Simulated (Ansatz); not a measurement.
# AlBrFHS: up Jacob's ladder to CCSD(T)

Aim: compute AlBrFHS with functionals from several rungs and with coupled cluster. The yardstick is the atomisation energy at the CCSD(T) limit.

Method: functionals in def2-TZVPP, the program's frozen cores in correlated methods; program: Ansatz 0.2.0, Gaussian basis.

Levels to be run: LDA (SPW92), PBE-D4, revPBE-D4, BLYP-D4, r2SCAN-D4, B97M-V, PBE0-D4, B3LYP-D4, r2SCANh-D4, r2SCAN0-D4, HSE06-D4, BHLYP-D4, CAM-B3LYP-D4, LC-ωPBE, ωB97X-V, ωB97M-V, B2PLYP, PBE-QIDH; CCSD(T)/def2-SVP; CCSD(T)/def2-TZVPP; CCSD(T)/def2-QZVPP; extrapolation to the limit.

## Step 1: The relaxed structure

An earlier PBE0-D4 in a triple-zeta def2 set relaxation fixed the geometry.

5 atoms, charge 0, spin multiplicity 1.

Atoms are counted from 1 here; the program's logs count them from 0.

Bond lengths: F1–Al2 1.638 Å, Al2–S3 2.156 Å, Al2–Br4 2.234 Å, S3–H5 1.345 Å. Angles: F1–Al2–S3 118.1°, F1–Al2–Br4 119.2°, S3–Al2–Br4 122.7°, Al2–S3–H5 91.8°.

## Step 2: LDA

This LDA is Slater exchange with PW92 correlation.

Contents of in.yaml:

```yaml
crystal:
  periodic: [false, false, false]
  atoms:
    - {symbol: F, position_ang: [-1.042532, -1.676990, 0.953929]}
    - {symbol: Al, position_ang: [-0.409288, -0.412688, 0.127467]}
    - {symbol: S, position_ang: [1.580433, 0.241914, 0.640275]}
    - {symbol: Br, position_ang: [-1.625628, 0.560814, -1.473383]}
    - {symbol: H, position_ang: [1.546916, 1.213250, -0.289687]}
basis:
  gaussian: {orbitals: def2-TZVPP}
hamiltonian: {xc: lda}
output: {orbitals: {seedname: orbitals}}
```

The run is started by

```bash
$ ansatz run in.yaml --threads 2 --pin off --events-out ev --progress --plain --max-ram 32768MiB --backend cpu
```

After this run come: PBE-D4 (GGA); revPBE-D4 (GGA); BLYP-D4 (GGA); r2SCAN-D4 (meta-GGA); B97M-V (meta-GGA); B3LYP-D4 (hybrid); r2SCANh-D4 (hybrid); r2SCAN0-D4 (hybrid); HSE06-D4 (hybrid); BHLYP-D4 (hybrid); CAM-B3LYP-D4 (range-separated); LC-ωPBE (range-separated); ωB97X-V (range-separated); ωB97M-V (range-separated); B2PLYP (double hybrid); PBE-QIDH (double hybrid); CCSD(T) in def2-SVP; CCSD(T) in def2-TZVPP; CCSD(T) in def2-QZVPP.

**Question.** What will the summary of the whole plan be? Wanted: atomisation energy, CCSD(T)/CBS; farthest beyond LDA; mean size of error, GGA; mean size of error, meta-GGA; mean size of error, hybrid; mean size of error, range-separated; mean size of error, double hybrid; gap, smallest and largest; T1 diagnostic.

As calculated:

```
                               quantity                                           value
        atomisation energy, CCSD(T)/CBS                                       17.571 eV
    functionals within 0.176 eV (1.0 %)  PBE-D4, r2SCAN-D4, B97M-V, r2SCANh-D4, ωB97X-V
                    farthest beyond LDA                            BHLYP-D4 (-0.974 eV)
                mean size of error, GGA                                        0.407 eV
           mean size of error, meta-GGA                                        0.016 eV
             mean size of error, hybrid                                        0.478 eV
    mean size of error, range-separated                                        0.297 eV
      mean size of error, double hybrid                                        0.421 eV
              gap, smallest and largest       4.92 eV (LDA (SPW92)), 12.05 eV (LC-ωPBE)
                          T1 diagnostic                                          0.0097
triples share of the correlation energy                                           3.4 %
```

In words: The LDA atomisation energy is off by 2.110 eV (12 %): it overbinds. PBE-D4 misses by -0.085 eV. Double hybrids carry the basis error of their MP2 part in triple zeta, and no dispersion term here, so their miss is partly the set-up's. Taken by rung, meta-GGA functionals do best (0.016 eV on average) and hybrid ones worst beyond LDA (0.478 eV). The mean of the hybrids holds BHLYP, with half exact exchange. The reference freezes the cores and leaves out relativity and excitations past (T), and its outer-core shells are covered unevenly, so misses under about 0.176 eV can't be ranked. All levels share the lack of spin-orbit coupling, which lowers the free heavy atoms and so the true binding. Hartree-Fock recovers 73 % of the binding; the rest is correlation. CCSD(T) in def2-SVP is off by -1.525 eV, more than most functionals: a good method in a small basis is no reference. Orbital gaps span 4.9 to 12.1 eV; exact exchange widens them. Correlated methods include outer-core shells of Br, which these sets cover unevenly.
